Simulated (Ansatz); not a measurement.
Consider a convergence test of the k-point mesh of CaH3Pd, space group Pm-3m (the Python package of Ansatz (0.2.0)).

The script reads `cah3pd.cif`:
```cif
data_CaH3Pd
_cell_length_a 3.706716
_cell_length_b 3.706716
_cell_length_c 3.706716
_cell_angle_alpha 90.00000
_cell_angle_beta 90.00000
_cell_angle_gamma 90.00000
_symmetry_space_group_name_H-M 'P 1'
_symmetry_Int_Tables_number 1
loop_
_symmetry_equiv_pos_as_xyz
'x, y, z'
loop_
_atom_site_label
_atom_site_type_symbol
_atom_site_fract_x
_atom_site_fract_y
_atom_site_fract_z
Ca1 Ca    0.500000    0.500000    0.500000
H2 H    0.500000    0.000000    0.000000
H3 H    0.000000    0.500000    0.000000
H4 H    0.000000    0.000000    0.500000
Pd5 Pd    0.000000    0.000000    0.000000
```

`run_kconv.py`
```python
import ansatz as az
from ase.io import read
from tabulate import tabulate


def main() -> None:
    atoms = read("cah3pd.cif")
    structure = az.Crystal.from_ase(atoms)

    base = (
        structure.calculation()
        .functional(az.Functional.PBESOL)
        .basis(31 * az.Ry, density_ratio=6)
        .accuracy("low")
        .occupations("Methfessel-Paxton", width=0.15)
        .mixing("msr1", ndim=6, beta=0.2)
        .scf(tolerance=1e-08)
    )

    rows = []
    for value in [(2, 2, 2), (3, 3, 3), (4, 4, 4), (5, 5, 5), (6, 6, 6), (8, 8, 8)]:
        r = base.kpoints(*value).run(threads=1, pin="off").report
        rows.append((value, r["free_energy_ev"] / len(r["lattice"]["sites"]), r["n_iterations"], r["n_kpoints"]))

    print(tabulate(rows, headers=["mesh", "F/atom (eV)", "iterations", "k-points"], floatfmt=".4f", tablefmt="github"))

    for row in rows[:-1]:
        shift = 1000 * (row[1] - rows[-1][1])
        print(f"{row[0]}: {shift:+.2f} meV/atom" + ("  (within 5 meV)" if abs(shift) < 5 else ""))


if __name__ == "__main__":
    main()
```

From which mesh on is the energy per atom within 5 meV of the last row, and how does it get there?

From 6×6×6 on it stays within 5 meV an atom of the value at 8×8×8; the first row (2×2×2) is off by 196.8 meV and the last but one by 2.15 meV. That rests on few rows after larger swings, so the series isn't shown to be converged. This holds for F at a smearing of 0.15 eV; a narrower one needs a denser mesh. It goes up and down, since the sum over k-points isn't variational.

The run itself:

```console
$ python run_kconv.py
| mesh      |   F/atom (eV) |   iterations |   k-points |
|-----------|---------------|--------------|------------|
| (2, 2, 2) |    -1750.2387 |            9 |          4 |
| (3, 3, 3) |    -1750.0308 |            9 |          4 |
| (4, 4, 4) |    -1750.0004 |            9 |         10 |
| (5, 5, 5) |    -1750.0176 |            9 |         10 |
| (6, 6, 6) |    -1750.0440 |            9 |         20 |
| (8, 8, 8) |    -1750.0419 |            9 |         35 |
(2, 2, 2): -196.81 meV/atom
(3, 3, 3): +11.10 meV/atom
(4, 4, 4): +41.43 meV/atom
(5, 5, 5): +24.23 meV/atom
(6, 6, 6): -2.15 meV/atom  (within 5 meV)
```

Caveats:
- This cell is a computed structure, which may not be the phase found in nature.
- Shifts are counted from the finest mesh, which is itself no proven limit.
- The whole script took 6.1 s on 1 thread of Arm Neoverse V2 (shared host), peak memory 0.43 GiB.

(Lines on the test bed's own set-up are left out of the output.)
